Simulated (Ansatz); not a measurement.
# CH₃BClN: a ladder of functionals and wavefunction methods

The task here is to estimate one member of a computed series from the others.

The runs use Ansatz 0.2.0, Gaussian basis; functionals in def2-TZVPP, the program's frozen cores in correlated methods.

The runs, in order: LDA (SPW92), PBE-D4, revPBE-D4, BLYP-D4, r2SCAN-D4, B97M-V, PBE0-D4, B3LYP-D4, r2SCANh-D4, r2SCAN0-D4, HSE06-D4, BHLYP-D4, CAM-B3LYP-D4, LC-ωPBE, ωB97X-V, ωB97M-V, B2PLYP, PBE-QIDH; CCSD(T)/def2-SVP; CCSD(T)/def2-TZVPP; MP2/def2-QZVPP; extrapolation to the limit; RPA on PBE.

**Structure used throughout**

The geometry comes from an earlier relaxation with PBE0-D4 in a triple-zeta def2 set; it is a stationary point, not always the lowest conformer.

7 atoms, charge 0, spin multiplicity 1.

Atoms are counted from 1 here; the program's logs count them from 0.

Bond lengths: B1–C2 1.557 Å, B1–Cl4 1.854 Å, B1–H5 1.208 Å, B1–H6 1.208 Å, C2–N3 1.151 Å, N3–H7 0.997 Å. Angles: C2–B1–Cl4 105.4°, C2–B1–H5 105.5°, C2–B1–H6 105.5°, Cl4–B1–H5 113.5°, Cl4–B1–H6 113.5°, H5–B1–H6 112.3°, B1–C2–N3 179.9°, C2–N3–H7 178.0°.

Set-up of the first run:

Input file in.yaml:

```yaml
crystal:
  periodic: [false, false, false]
  atoms:
    - {symbol: B, position_ang: [-0.487265, 0.684043, -0.489747]}
    - {symbol: C, position_ang: [0.239858, -0.365757, 0.401747]}
    - {symbol: N, position_ang: [0.778219, -1.142934, 1.058606]}
    - {symbol: Cl, position_ang: [0.069768, 0.331092, -2.222142]}
    - {symbol: H, position_ang: [-1.667091, 0.494394, -0.314373]}
    - {symbol: H, position_ang: [-0.129460, 1.761541, -0.077982]}
    - {symbol: H, position_ang: [1.257271, -1.830479, 1.598090]}
basis:
  gaussian: {orbitals: def2-TZVPP}
hamiltonian: {xc: lda}
output: {orbitals: {seedname: orbitals}}
```

Run with:

```console
$ ansatz run in.yaml --threads 2 --pin off --events-out ev --progress --plain --max-ram 4352MiB
```

Among the steps run: LDA; PBE-D4 (GGA); revPBE-D4 (GGA); BLYP-D4 (GGA); r2SCAN-D4 (meta-GGA); B97M-V (meta-GGA); PBE0-D4 (hybrid); B3LYP-D4 (hybrid); r2SCANh-D4 (hybrid); r2SCAN0-D4 (hybrid); HSE06-D4 (hybrid); BHLYP-D4 (hybrid); CAM-B3LYP-D4 (range-separated); LC-ωPBE (range-separated); ωB97X-V (range-separated); ωB97M-V (range-separated); B2PLYP (double hybrid); PBE-QIDH (double hybrid).

One of the session's tables, all rows but one given; the rest of the session is left out.

It belongs to the step «Frontier levels by functional». 

| functional | HOMO (eV) | gap (eV) |
| --- | --- | --- |
| LDA (SPW92) | -6.22 | 3.65 |
| PBE-D4 | -6.11 | 3.77 |
| revPBE-D4 | -6.06 | 3.81 |
| BLYP-D4 | -5.97 | 3.75 |
| r2SCAN-D4 | -6.42 | 4.29 |
| B97M-V | -6.50 | 4.46 |
| PBE0-D4 | -7.42 | 6.12 |
| B3LYP-D4 | -7.18 | 5.62 |
| r2SCANh-D4 | -6.90 | 5.15 |
| r2SCAN0-D4 | ? | ? |
| HSE06-D4 | -7.02 | 5.33 |
| BHLYP-D4 | -8.64 | 8.49 |
| CAM-B3LYP-D4 | -8.77 | 8.62 |
| LC-ωPBE | -10.14 | 11.20 |
| ωB97X-V | -9.79 | 10.78 |
| ωB97M-V | -9.64 | 10.54 |

**Question.** Estimate the row for r2SCAN0-D4.

Worked estimate for «HOMO (eV)». Against the share of exact exchange, r2SCAN-D4 (0, -6.42), r2SCANh-D4 (0.1, -6.90) give a slope of -4.80 per unit share; at 0.25 the line stands at -7.62.

The run gave: HOMO (eV): -7.63; gap (eV): 6.46. In «HOMO (eV)» the line misses by +0.01.
